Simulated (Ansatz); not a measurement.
# C4H3IS: small, medium and large basis sets

An exercise on one series of results from a longer session: the logs are not shown, and one member is left open.

Method: one geometry, several basis sets; program: Ansatz 0.2.0, Gaussian basis.

Levels to be run: PBE0-D4/def2-SVP; ωB97M-V/def2-SVP; PBE0-D4/def2-QZVPP; ωB97M-V/def2-QZVPP; the functionals' def2-TZVPP values are taken from earlier runs.

**Structure used throughout**

All runs share one geometry, relaxed beforehand with PBE0-D4 in a triple-zeta def2 set. I takes the def2 core potential; no spin-orbit term is included.

SMILES `Ic1ccsc1`, 9 atoms, charge 0, spin multiplicity 1.

Atoms are counted from 1 here; the program's logs count them from 0.

Bond lengths: I1–C2 2.072 Å, C2–C3 1.418 Å, C2–C6 1.362 Å, C3–C4 1.362 Å, C3–H7 1.081 Å, C4–S5 1.705 Å, C4–H8 1.079 Å, S5–C6 1.705 Å, C6–H9 1.078 Å. Angles: I1–C2–C3 123.1°, I1–C2–C6 123.4°, C3–C2–C6 113.5°, C2–C3–C4 111.6°, C2–C3–H7 124.1°, C4–C3–H7 124.3°, C3–C4–S5 111.8°, C3–C4–H8 127.9°, S5–C4–H8 120.3°, C4–S5–C6 92.4°, C2–C6–S5 110.7°, C2–C6–H9 128.3°, S5–C6–H9 121.0°.

Geometry (Å):

```mol
C4H3IS
  3D, bonds by distance, orders not assigned

  9  9  0  0  0  0  0  0  0  0999 V2000
   -1.3309   -0.0969    2.6033 I   0  0
   -0.4179    0.1081    0.7546 C   0  0
    0.2267   -0.9628    0.0859 C   0  0
    0.7450   -0.5672   -1.1098 C   0  0
    0.4504    1.0843   -1.4126 S   0  0
   -0.3784    1.2819    0.0645 C   0  0
    0.2968   -1.9674    0.4782 H   0  0
    1.2856   -1.1646   -1.8280 H   0  0
   -0.7889    2.2381    0.3469 H   0  0
  1  2  8  0
  2  3  8  0
  3  4  8  0
  4  5  8  0
  5  6  8  0
  3  7  8  0
  4  8  8  0
  6  9  8  0
  2  6  8  0
M  END
```

Set-up of the first run:

The input, in.yaml:

```yaml
crystal:
  periodic: [false, false, false]
  atoms:
    - {symbol: I, position_ang: [-1.330895, -0.096905, 2.603286]}
    - {symbol: C, position_ang: [-0.417881, 0.108115, 0.754573]}
    - {symbol: C, position_ang: [0.226733, -0.962809, 0.085908]}
    - {symbol: C, position_ang: [0.745017, -0.567192, -1.109820]}
    - {symbol: S, position_ang: [0.450370, 1.084343, -1.412650]}
    - {symbol: C, position_ang: [-0.378371, 1.281884, 0.064460]}
    - {symbol: H, position_ang: [0.296843, -1.967392, 0.478228]}
    - {symbol: H, position_ang: [1.285593, -1.164569, -1.828004]}
    - {symbol: H, position_ang: [-0.788908, 2.238126, 0.346919]}
basis:
  gaussian: {orbitals: def2-SVP}
hamiltonian: {xc: pbe0, dispersion: d4}
output: {orbitals: {seedname: orbitals}}
```

The run is started by

```sh
$ ansatz run in.yaml --threads 4 --pin off --events-out ev --progress --plain --max-ram 10444MiB
```

Steps of the session up to this table: PBE0-D4 in def2-SVP; ωB97M-V in def2-SVP; PBE0-D4 in def2-QZVPP; ωB97M-V in def2-QZVPP.

One table of the session follows, with a row left open; its other results are not shown here.

It belongs to the step «Functionals by basis». 

| functional | basis | HOMO (eV) |
| --- | --- | --- |
| PBE0-D4 | def2-SVP | -6.70 |
| PBE0-D4 | def2-TZVPP | -6.75 |
| PBE0-D4 | def2-QZVPP | -6.76 |
| ωB97M-V | def2-SVP | -8.71 |
| ωB97M-V | def2-TZVPP | ? |
| ωB97M-V | def2-QZVPP | -8.79 |

**Question.** Estimate the row for ωB97M-V, def2-TZVPP.

**Answer.** HOMO (eV): -8.77. In the column «HOMO (eV)» it lies between ωB97M-V, def2-QZVPP (-8.79) and ωB97M-V, def2-SVP (-8.71).
